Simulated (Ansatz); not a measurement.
Working through a ladder of methods at one geometry of C₂H₇AlBF, SMILES [BH2][AlH][CH](C)F

Program: Ansatz 0.2.0 through its Python package.

Notebook, run cell by cell (the value of a cell's last expression is shown):

**Cell 1**
```python
from pathlib import Path

import ansatz as az
from ase import Atoms
import numpy as np
```

**Cell 2**
```python
atoms = Atoms(["B", "Al", "C", "C", "F", "H", "H", "H", "H", "H", "H", "H"], positions=[
    (-1.2735, 0.9701, 1.7627),
    (-0.2748, -0.6524, 1.1303),
    (0.9817, -0.498, -0.4082),
    (0.3884, -0.0184, -1.666),
    (2.0128, 0.3895, -0.0715),
    (-2.0871, 0.9477, 2.6455),
    (-1.1329, 2.0515, 1.2084),
    (-0.4545, -2.0378, 1.8489),
    (1.4731, -1.4802, -0.5275),
    (-0.1359, 0.9748, -1.4821),
    (-0.49, -0.7487, -1.9326),
    (1.0697, 0.0467, -2.474),
])
mol = az.Crystal.molecule_from_ase(atoms)
```

**Cell 3**
```python
calculation = mol.calculation().basis(gaussian="def2-SVP")

print("functional    E (Ha)        dipole (D)   HOMO (eV)  LUMO (eV)")
for name in ["lc_wpbe", "r2scan", "b3lyp", "revpbe"]:
    rep = calculation.functional(name).forces().orbitals().run(threads=1, runs_dir="runs").report
    lines = Path(rep["orbitals_path"]).read_text().splitlines()
    field_of = lambda key: [line.split("=")[1].strip() for line in lines if line.startswith(key)]
    orbitals = [(27.211386 * float(e), s, float(n)) for e, s, n in zip(field_of("Ene="), field_of("Spin="), field_of("Occup="))]
    homo = max(e for e, _, n in orbitals if n > 0.5)
    lumo = min(e for e, _, n in orbitals if n < 0.5)
    dipole = 4.803205 * np.linalg.norm(rep["charge_distribution"]["dipole_moment_e_ang"])
    print(f"{name:10s} {rep['free_energy_ev'] / 27.211386246:14.6f} {dipole:9.3f} {homo:11.3f} {lumo:10.3f}")
```
Output:
```text
functional    E (Ha)        dipole (D)   HOMO (eV)  LUMO (eV)
lc_wpbe       -447.012134     1.568      -9.699     -0.938
r2scan        -447.071432     1.455      -5.929     -3.930
b3lyp         -447.248784     1.463      -6.781     -3.417
revpbe        -447.094599     1.300      -5.597     -4.057
```

Total energies depend on the basis set; only differences at equal settings carry meaning. The geometry is a force-field or estimated start, not a minimum of this method, and the basis set is short of its limit. A lower total doesn't mark the better method: functionals have no common bound, and MP2 and coupled cluster aren't variational. b3lyp holds the VWN-RPA fit, as in Gaussian; the form of ORCA and Turbomole is b3lyp5. Levels such as HOMO and LUMO are orbital energies: with these approximate functionals they aren't the ionisation energy and electron affinity, and their gap isn't the fundamental gap. Finished in 11 s on 1 thread of Intel(R) Xeon(R) 6975P-C (Granite Rapids) (shared host), peak memory 0.32 GiB.

(Lines on the test bed's own set-up are left out of the output.)
